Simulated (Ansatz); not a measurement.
# CH7ClO2Si2: a ladder of functionals and wavefunction methods

How much do the methods differ for CH7ClO2Si2? The plan is to run it at one geometry with functionals of several rungs and with coupled cluster. The yardstick is the atomisation energy at the CCSD(T) limit.

The runs use Ansatz 0.2.0, Gaussian basis; functionals in def2-TZVPP, the program's frozen cores in correlated methods.

The runs, in order: PBE-D4, r2SCAN-D4, PBE0-D4, B3LYP-D4, ωB97X-V, ωB97M-V, B2PLYP; CCSD(T)/def2-TZVPP; MP2/def2-QZVPP; extrapolation to the limit.

**1. The relaxed structure**

The geometry comes from an earlier relaxation with PBE0-D4 in a triple-zeta def2 set; it is a stationary point, not always the lowest conformer.

SMILES `CO[SiH](Cl)O[SiH3]`, 13 atoms, charge 0, spin multiplicity 1.

Atoms are counted from 1 here; the program's logs count them from 0.

Bond lengths: C1–O2 1.412 Å, C1–H7 1.095 Å, C1–H8 1.094 Å, C1–H9 1.090 Å, O2–Si3 1.622 Å, Si3–Cl4 2.054 Å, Si3–O5 1.609 Å, Si3–H10 1.473 Å, O5–Si6 1.645 Å, Si6–H11 1.483 Å, Si6–H12 1.484 Å, Si6–H13 1.482 Å. Angles: O2–C1–H7 111.3°, O2–C1–H8 111.0°, O2–C1–H9 107.9°, H7–C1–H8 108.9°, H7–C1–H9 108.6°, H8–C1–H9 109.0°, C1–O2–Si3 126.0°, O2–Si3–Cl4 109.1°, O2–Si3–O5 108.0°, O2–Si3–H10 112.7°, Cl4–Si3–O5 110.2°, Cl4–Si3–H10 107.3°, O5–Si3–H10 109.6°, Si3–O5–Si6 143.5°, O5–Si6–H11 109.5°, O5–Si6–H12 110.2°, O5–Si6–H13 107.7°, H11–Si6–H12 109.7° and more.

**2. PBE-D4 (GGA)**

File in.yaml:

```yaml
crystal:
  periodic: [false, false, false]
  atoms:
    - {symbol: C, position_ang: [-1.139054, 0.763334, -2.033034]}
    - {symbol: O, position_ang: [-0.796399, 0.215214, -0.778069]}
    - {symbol: Si, position_ang: [0.108566, 0.932352, 0.360923]}
    - {symbol: Cl, position_ang: [1.887157, 1.533659, -0.472978]}
    - {symbol: O, position_ang: [0.377656, -0.140434, 1.529936]}
    - {symbol: Si, position_ang: [0.848502, -1.690043, 1.820641]}
    - {symbol: H, position_ang: [-1.722642, 1.682684, -1.919852]}
    - {symbol: H, position_ang: [-0.244618, 0.981741, -2.623430]}
    - {symbol: H, position_ang: [-1.744573, 0.029487, -2.565627]}
    - {symbol: H, position_ang: [-0.535681, 2.128843, 0.928313]}
    - {symbol: H, position_ang: [-0.333307, -2.584659, 1.764298]}
    - {symbol: H, position_ang: [1.849199, -2.120219, 0.812294]}
    - {symbol: H, position_ang: [1.445184, -1.731970, 3.176574]}
basis:
  gaussian: {orbitals: def2-TZVPP}
hamiltonian: {xc: pbe, dispersion: d4}
output: {forces: true, orbitals: {seedname: orbitals}}
```

The run is started by

```bash
ansatz run in.yaml --threads 2 --pin off --events-out ev --progress --plain --max-ram 32768MiB --backend cuda --devices 0, --max-vram 18GiB
```

Further steps of the session: r2SCAN-D4 (meta-GGA); PBE0-D4 (hybrid); B3LYP-D4 (hybrid); ωB97X-V (range-separated); ωB97M-V (range-separated); B2PLYP (double hybrid); CCSD(T) in def2-TZVPP; MP2 in def2-QZVPP.

Q: Predict the results of all the runs planned. Wanted: atomisation energy, CCSD(T)/CBS; farthest; mean size of error, hybrid; mean size of error, range-separated; gap, smallest and largest; T1 diagnostic; triples share of the correlation energy.

**Answer**, as computed:

| quantity | value |
| --- | --- |
| atomisation energy, CCSD(T)/CBS | 4801.5 kJ/mol |
| functionals within 24.0 kJ/mol (0.5 %) | PBE-D4, r2SCAN-D4, ωB97X-V, ωB97M-V |
| farthest | B2PLYP (-79.1 kJ/mol) |
| mean size of error, hybrid | 53.3 kJ/mol |
| mean size of error, range-separated | 3.3 kJ/mol |
| gap, smallest and largest | 6.42 eV (PBE-D4), 13.40 eV (ωB97X-V) |
| T1 diagnostic | 0.0109 |
| triples share of the correlation energy | 3.5 % |

In words: PBE-D4 misses by -9.1 kJ/mol. Double hybrids carry the basis error of their MP2 part in triple zeta, and no dispersion term here, so their miss is partly the set-up's. Misses under about 24.0 kJ/mol are within the doubt on the reference itself, which lacks core-valence correlation, relativity and higher excitations. Hartree-Fock recovers 74 % of the binding; the rest is correlation. The gap grows from 6.4 to 13.4 eV across the functionals, mostly with the share of exact exchange.
